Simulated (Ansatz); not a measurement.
# Cl: the cost of one run

Computed with Ansatz 0.2.0 (DFT r2SCAN, scalar-relativistic, plane waves, PAW, unless a step's input says otherwise).

## 1. The structure to begin with

Symmetry: R-3m, No. 166, trigonal system. The conventional cell has a = 7.894 Å, b = 7.894 Å, c = 20.194 Å, α = 90.00°, β = 90.00°, γ = 120.00°. Cl (site symmetry m) is surrounded by 6 Cl at 2.68 to 2.90 Å. Cl (site symmetry m) is surrounded by 7 Cl at 2.87 to 3.23 Å.

As a file:

```cif
data_structure
_symmetry_space_group_name_H-M 'R-3m:H'
_symmetry_Int_Tables_number 166
_cell_length_a 7.8943
_cell_length_b 7.8943
_cell_length_c 20.1945
_cell_angle_alpha 90.000
_cell_angle_beta 90.000
_cell_angle_gamma 120.000
_cell_volume 1089.92
loop_
_atom_site_label
_atom_site_type_symbol
_atom_site_symmetry_multiplicity
_atom_site_Wyckoff_symbol
_atom_site_fract_x
_atom_site_fract_y
_atom_site_fract_z
_atom_site_occupancy
Cl1 Cl 18 h 0.78553 0.21447 0.22466 1
Cl2 Cl 18 h 0.19686 0.80314 0.02432 1
```

(A quick probe on a coarse mesh, which set the mesh and smearing, is not shown.)

## 3. Rough relaxation on the coarse mesh

input.yaml

```yaml
crystal:
  lattice:
    - [3.9471627711, 2.2788954885, 6.7314999233]
    - [-3.9471627711, 2.2788954885, 6.7314999233]
    - [0.0, -4.5577909767, 6.7314999233]
  atoms:
    - { symbol: Cl, position: [0.01019, 0.65361, 0.01019] }
    - { symbol: Cl, position: [0.01019, 0.01019, 0.65361] }
    - { symbol: Cl, position: [0.65361, 0.01019, 0.01019] }
    - { symbol: Cl, position: [0.98981, 0.34639, 0.98981] }
    - { symbol: Cl, position: [0.34639, 0.98981, 0.98981] }
    - { symbol: Cl, position: [0.98981, 0.98981, 0.34639] }
    - { symbol: Cl, position: [0.22118, 0.6306, 0.22118] }
    - { symbol: Cl, position: [0.22118, 0.22118, 0.6306] }
    - { symbol: Cl, position: [0.6306, 0.22118, 0.22118] }
    - { symbol: Cl, position: [0.77882, 0.3694, 0.77882] }
    - { symbol: Cl, position: [0.3694, 0.77882, 0.77882] }
    - { symbol: Cl, position: [0.77882, 0.77882, 0.3694] }
basis:
  ecutwfc: 500
kpoints:
  mp_grid: { grid: [3, 3, 3] }
hamiltonian:
  xc: r2scan
scf:
  occupations: { method: gaussian, width: 0.1 }
  lower_state_search: "off"
output:
  forces: true
  stress: true
  eigenvalues: true
relax:
  adjacent_minimum: "off"
  f_tol: 0.04
  max_steps: 70
  cell: { stress_tol: 0.4 }
```

**Question.** How long does this run take on 4 threads of an x86-64 CPU, shared host, and how much memory does it need?

About 48 s, with a peak of 2.4 GiB.
